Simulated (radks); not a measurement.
**V⁺ in [Ne] 3s2 3p5 3d4 4s1: an all-electron calculation**

An exercise on one series of results from a longer session: the logs are not shown, and one member is left open.

Program: radks (a radial shooting solver on a logarithmic mesh, Libxc functionals) version 1. Level of theory: non-relativistic Kohn-Sham, OLYP, spin-polarised, spherical densities, point nucleus; open shells are filled with parallel spins first. These are calculated values, not measurements, unless marked.

## What is computed

* element: vanadium (Z = 23)
* charge: +1
* electrons: 22
* configuration: [Ne] 3s2 3p5 3d4 4s1

Outer shells as boxes (Hund's rule):

V⁺
```
[Ne] core
3s [↑↓]
3p [↑↓][↑↓][↑ ]
3d [↑ ][↑ ][↑ ][↑ ][  ]
4s [↑ ]
```

The first run:

Input:

```text
Z 23
configuration [Ne] 3s2 3p5 3d4 4s1 4p0 5s0 4d0 4f0
relativity non-relativistic
functional optx,lyp
spin polarised
nucleus point
```

One table of the session follows, with a row left open; its other results are not shown here.

It belongs to the step «Radial structure». From the orbitals of this run (lengths in bohr):

```
  level      <r>  outermost maximum (interpolated)  90 % within  nodes
  1s up  0.06705                            0.0441        0.120      0
1s down  0.06705                            0.0441        0.119      0
  2s up   0.3109                             0.258        0.482      1
2s down   0.3100                             0.258        0.480      1
  2p up   0.2750                             0.209        0.451      0
2p down   0.2741                             0.209        0.449      0
  3s up   0.9506                             0.824         1.42      2
3s down   0.9584                             0.828         1.43      2
  3p up    1.009                             0.844         1.55      1
3p down    1.025                             0.850         1.58      1
  3d up    1.292                             0.873         2.21      0
  4s up    2.966                              2.55         4.41      3
3d down    1.481                             0.908         2.64      0
  4p up        ?                                 ?            ?      ?
```

Q: Estimate the row for 4p up from the others.

As computed: <r>: 3.724; outermost maximum (interpolated): 3.05; 90 % within: 5.67; nodes: 2. In the column «<r>» it is the highest.
